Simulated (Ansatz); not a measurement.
From input file to script: CsLaS2, space group R-3m in Ansatz 0.2.0.

```yaml
crystal:
  lattice:
    - [2.165981, 1.250529, 8.100647]
    - [-2.165981, 1.250529, 8.100647]
    - [0.0, -2.501059, 8.100647]
  atoms:
    - { symbol: Cs, position: [0.0, 0.0, 0.0] }
    - { symbol: La, position: [0.5, 0.5, 0.5] }
    - { symbol: S, position: [0.229086, 0.229086, 0.229086] }
    - { symbol: S, position: [0.770914, 0.770914, 0.770914] }
kpoints:
  mp_grid: { grid: [5, 5, 5] }
hamiltonian:
  xc: r2scan
scf:
  occupations: { method: fixed }
output:
  forces: true
  stress: true
basis:
  ecutrho_ratio: 4
```

The program run on that file:
```console
$ ansatz run input.yaml --threads 1 --pin off --max-ram 3072MiB --backend cpu --events-out ev --progress --plain --runs-dir out
basis.fft_grid_basis auto: the FFT boxes are laid along the combinations [[1, 0, -1], [0, 1, -1], [0, 0, 1]] of the cell's own vectors, 4.332, 4.332 and 8.478 Å long. The dense box has 32×32×64 points. Along the cell's own vectors, as sized, it would have 64×64×64, 4.00 times as many. Of the 12 symmetry operations that the crystal satisfies within crystal.symmetry.tolerance (time reversal apart; of a slab, those that keep its plane) the dense box along the cell's own vectors carries 12, and the one as laid loses 8 of those. basis.fft_grid_basis: typed keeps the cell's own vectors: state it where this run's energies or levels are differenced outside the engine with another run's, or held beside a run that keeps those vectors.
Engine: ansatz 0.2.0, aarch64-unknown-linux-gnu
Pseudopotentials: kind: paw
Pseudopotential: Cs, paw, valence charge 9, recommended cutoff 500 eV (meta_gga), Cs.paw.azcp
Pseudopotential: La, paw, valence charge 11, recommended cutoff 500 eV (meta_gga), La.paw.azcp
Pseudopotential: S, paw, valence charge 6, recommended cutoff 500 eV (meta_gga), S.paw.azcp
Functional definition: r2SCAN
  parameter k0 = 0.174
  parameter k1 = 0.065
  parameter a1 = 4.9479
  exchange = r2scan_x(k0 = k0, k1 = k1, a1 = a1)
  correlation = r2scan_c
Crystal: 4 atoms, lattice volume = 131.650 Å³
Basis set: ecut = 500 eV, 3329 PW (Γ), FFT grids on a1−a3, a2−a3, a3, exchange–correlation on 128×128×256 points (64 copies of the dense FFT grid, shifted against one another)
Bands: 20, of which v1, the nominal top of the filled ones, is band 16 counted from 1 (15 counted from 0)
Symmetry: 12 space group operations
Space group: R-3m (ITA 166), of the structure as read, at distance tolerance 5.1e-5 Å
k-points: 19 of 125
Non-local potential: Cs, projectors of the file, l = 0: 3, l = 1: 2, l = 2: 2, l = 3: 2
Non-local potential: La, projectors of the file, l = 0: 3, l = 1: 2, l = 2: 2, l = 3: 3
Non-local potential: S, projectors of the file, l = 0: 2, l = 1: 2, l = 2: 2
PAW form: soft (Blöchl's): semilocal exchange-correlation on the pseudo side does not see the compensation charge
PAW frozen core: Cs, regenerated for the run's functional (the file was generated under x = pbe(κ = 0.804, μ = 0.2195149727645171), c = pbe(β = 0.06672455060314922))
PAW frozen core: La, regenerated for the run's functional (the file was generated under x = pbe(κ = 0.804, μ = 0.2195149727645171), c = pbe(β = 0.06672455060314922))
PAW frozen core: S, regenerated for the run's functional (the file was generated under x = pbe(κ = 0.804, μ = 0.2195149727645171), c = pbe(β = 0.06672455060314922))
PAW one-centre angular grid: Cs, 302 points (default); XC on 160 Gauss nodes
PAW one-centre angular grid: La, 974 points (default); XC on 160 Gauss nodes
PAW one-centre angular grid: S, 302 points (default); XC on 160 Gauss nodes
Initial density: superposition of atomic densities (neutral atoms: chi_scale 0, normalization atom), corrected by the library's trained network
Initial wavefunctions: pseudopotential atomic-orbital guess
Functional: x = r2scan, c = r2scan; τ floored in thin density (d = 2e-4 eV/Å³)
SCF iter   1: F=—  HF=-13770.897463 eV  |F-HF|=—  |Δ(HF+E_count)|=         —  Δρ=5.67e-3  dr2=6.77e-2  dr2_τ=1.25e-2  ethr=1.77e-3  ⟨swp⟩=6.5  Hψ=1780  notcnv=0  defer=23
preconditioner: auto → Resta (q_TF=auto, 2.155 Å⁻¹)  ε∞=3.4  [insulator: Δε(μ)=2.986 eV  Ē_g=11.087 eV  n_scr=28 (ndim 8)  ℏωp=17.1 eV  f_vac=0.018  ε∞_Penn≈3.4]
SCF iter   2: F=—  HF=-13770.939946 eV  |F-HF|=—  |Δ(HF+E_count)|=   4.25e-2  Δρ=2.42e-3  dr2=7.96e-3  dr2_τ=6.27e-4  ethr=2.12e-4  ⟨swp⟩=4.1  Hψ=973  notcnv=0  defer=31
SCF iter   3: F=—  HF=-13770.938332 eV  |F-HF|=—  |Δ(HF+E_count)|=   1.61e-3  Δρ=6.58e-4  dr2=3.99e-4  dr2_τ=3.42e-5  ethr=2.49e-5  ⟨swp⟩=4.7  Hψ=819  notcnv=0  defer=36
SCF iter   4: F=—  HF=-13770.938409 eV  |F-HF|=—  |Δ(HF+E_count)|=   7.76e-5  Δρ=1.08e-4  dr2=1.79e-5  dr2_τ=6.30e-7  ethr=1.25e-6  ⟨swp⟩=2.0  Hψ=735  notcnv=0  defer=37
SCF iter   5: F=—  HF=-13770.938494 eV  |F-HF|=—  |Δ(HF+E_count)|=   8.48e-5  Δρ=2.73e-5  dr2=1.79e-6  dr2_τ=6.50e-8  ethr=5.60e-8  ⟨swp⟩=2.0  Hψ=662  notcnv=0  defer=29
SCF iter   6: F=-13770.938494 eV  HF=-13770.938494 eV  |F-HF|=1.68e-8  |Δ(HF+E_count)|=   1.39e-7  Δρ=5.03e-6  dr2=6.09e-8  dr2_τ=1.97e-9  ethr=4.11e-10  ⟨swp⟩=3.9  Hψ=1863  notcnv=0
SCF 1 converged in 6 iterations: F = -13770.938494 eV  dr2 = 6.09e-8
  greatest PAW one-centre occupation: 0.967 electrons in one spin orbital (limit 2), on the La atom at site 1 (counted from 0), in its partial waves of l = 0
SCF converged after 6 iterations
Free energy (F): -13770.938494 eV
Harris-Foulkes:  -13770.938494 eV  (|F-HF|=1.68e-8)
Internal energy: -13770.938494 eV  (E = F + TS)
E sigma→0 (E₀):  -13770.938494 eV
Fermi energy:    5.251728 eV
--- Per-component energies (eV) ---
  E_band       = -129.067079
  E_kinetic    = 547.760810
  E_local      = -981.299411  (includes V_loc(G=0)·N_el)
  E_nonlocal   = 180.358228
  E_hartree    = 341.787900
  E_xc         = -480.135101
  E_vxc        = -489.460944  (∫ρ·V_xc dr)
  E_paw        = -11750.592414  (= ΣΔE_a)
  E_vpaw       = -93.681021  (= ΣTr[D̂ρ^β])
  E_aug_tail   = 0.000002  (compensation charges beyond the density's cutoff)
  E_vtau       = 23.678213  (kinetic-family band-sum trace: ∫τ·v_τ [+ j·A + Jᵃ·Aᵃ] dr)
  E_ewald      = -1628.717366
  E_core_change = -0.101142  (= ΣΔE_core)
  E_smearing   = -0.000000  (= −TS)
  E_closure    = 0.000000  (closes the sum)
  Σ components = -13770.938494   (vs F -13770.938494, Δ=0.00e0)
--- Forces (eV/Å), atoms counted from 1 ---
  atom   1  Cs     0.00000000     0.00000000    -0.00000000
  atom   2  La    -0.00000000    -0.00000000     0.00000000
  atom   3  S      0.00000000    -0.00000000     0.02218609
  atom   4  S     -0.00000000     0.00000000    -0.02218609
  max |Σ_I F_I| component: 1.31e-29 eV/Å
--- Stress (GPa, compression-positive) ---
        0.106258       0.000000      -0.000000
        0.000000       0.106258       0.000000
       -0.000000       0.000000      -0.081924
  P = ⅓ Tr σ = 0.0435 GPa (0.435 kbar)
```

Script `deck.py`:
```python
"""Single point of CsLaS2 through the engine session."""

import json
import warnings

import ansatz
import numpy as np
import pandas as pd

warnings.simplefilter("ignore", ansatz.DeckWarning)

inputs = {
    "crystal": {
        "lattice": [
            [2.165981, 1.250529, 8.100647],
            [-2.165981, 1.250529, 8.100647],
            [0.0, -2.501059, 8.100647],
        ],
        "atoms": [
            {"symbol": "Cs", "position": [0.0, 0.0, 0.0]},
            {"symbol": "La", "position": [0.5, 0.5, 0.5]},
            {"symbol": "S", "position": [0.229086, 0.229086, 0.229086]},
            {"symbol": "S", "position": [0.770914, 0.770914, 0.770914]},
        ],
    },
    "kpoints": {"mp_grid": {"grid": [5, 5, 5]}},
    "hamiltonian": {"xc": "r2scan"},
    "scf": {"occupations": {"method": "fixed"}},
    "output": {"forces": True, "stress": True},
    "basis": {"ecutrho_ratio": 4},
}

result = ansatz.Session.from_dict(inputs).plan().execute()
report = result.report

print("%-22s %14.5f eV" % ("F = E - TS", report["free_energy_ev"]))
print("%-22s %14.5f eV" % ("E", report["internal_energy_ev"]))
print("%-22s %14.5f eV" % ("Harris-Foulkes", report["harris_foulkes_ev"]))
print("%-22s %14.5f eV" % ("Fermi level", report["fermi_energy_ev"]))

# pressure is a third of the trace
print("pressure by term (GPa)")
for term, tensor in report["stress_terms_gpa"].items():
    if np.any(tensor):
        print(f"  {term:28s} {np.trace(np.array(tensor)) / 3:12.3f}")
print(f"  {'total':28s} {np.trace(np.array(report['stress_gpa'])) / 3:12.3f}")

# forces, one row an atom
table = pd.DataFrame(report["forces_ev_ang"], columns=["fx", "fy", "fz"])
table.insert(0, "atom", [site["symbol"] for site in report["lattice"]["sites"]])
print(table.round(4).to_string())

keep = ["free_energy_ev", "energy_sigma0_ev", "fermi_energy_ev", "n_iterations", "converged", "magnetization_mub", "n_kpoints"]
with open("cslas2.json", "w") as handle:
    json.dump({key: report[key] for key in keep}, handle, indent=1)
```

```console
$ python deck.py
F = E - TS               -13770.93849 eV
E                        -13770.93849 eV
Harris-Foulkes           -13770.93849 eV
Fermi level                   5.25173 eV
pressure by term (GPa)
  kinetic                           444.417
  hartree                           138.652
  ewald                            -660.717
  local_pseudopotential             101.467
  nonlocal_pseudopotential          139.232
  augmentation                       -3.501
  nlcc                             -185.709
  xc                                 26.187
  augmentation_tail                  -0.000
  scf_correction                     -0.000
  pulay_correction                    0.015
  total                               0.044
  atom   fx   fy      fz
0   Cs  0.0  0.0 -0.0000
1   La -0.0  0.0  0.0000
2    S  0.0 -0.0  0.0222
3    S -0.0  0.0 -0.0222
```

Notes:
- The settings weren't tested for convergence.
- With fixed filling the reported Fermi level is the top filled level among the k-points of the SCF.
- The zero of the levels is a convention of the potentials, so an absolute Fermi energy is no work function.
- Pressure is positive in compression.
- The structure comes from a database of computed cells and needn't be a stable or known phase.
- Timing: 7.9 s on 1 thread of Arm Neoverse V2, on a shared host, peak memory 0.8 GiB.

(Lines on the test bed's own set-up are left out of the output.)
